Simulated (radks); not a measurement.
**Ca³⁺ in [Ne] 3p5 4s2: an all-electron calculation**

One table from this session's results is given with a row withheld; the runs are named, their logs left out.

Method: scalar-relativistic Kohn-Sham, MS2 meta-GGA, spin-polarised, spherical densities, finite nucleus; open shells are filled with parallel spins first. Code: radks (a radial shooting solver on a logarithmic mesh, Libxc functionals) version 1.

## What is computed

| Property | Result |
| --- | --- |
| element | calcium (Z = 20) |
| charge | +3 |
| electrons | 17 |
| configuration | [Ne] 3p5 4s2 |
| nuclear rms radius | 3.4776 fm |

The outer shells:

Ca³⁺
```
[Ne] core
3p [↑↓][↑↓][↑ ]
4s [↑↓]
```

The first run:

Settings of this run:

```text
Z 20
configuration [Ne] 3p5 4s2
relativity scalar-relativistic
functional ms2,regtpss
spin polarised
nucleus finite rms 3.4776 fm
c 137.035999084
```

Run with:

```sh
> python run_ks.py task.json out
```

The same process makes all the runs of this session.

One of the session's tables, all rows but one given; the rest of the session is left out.

It belongs to the step «Radial structure». Radial moments (bohr):

```
  level      <r>  outermost maximum (interpolated)  90 % within  nodes
  1s up  0.07675                            0.0503        0.137      0
1s down  0.07675                            0.0503        0.137      0
  2s up   0.3616                             0.299        0.562      1
2s down   0.3616                             0.299        0.562      1
  2p up   0.3265                             0.247        0.538      0
2p down   0.3265                             0.247        0.538      0
  3p up    1.134                             0.990         1.71      1
3p down    1.143                             0.992         1.72      1
  4s up        ?                                 ?            ?      ?
4s down    2.614                              2.45         3.72      3
```

**Question.** Estimate the row for 4s up.

The run gave: <r>: 2.604; outermost maximum (interpolated): 2.43; 90 % within: 3.71; nodes: 3. In the column «<r>» it lies between 3p down (1.143) and 4s down (2.614).
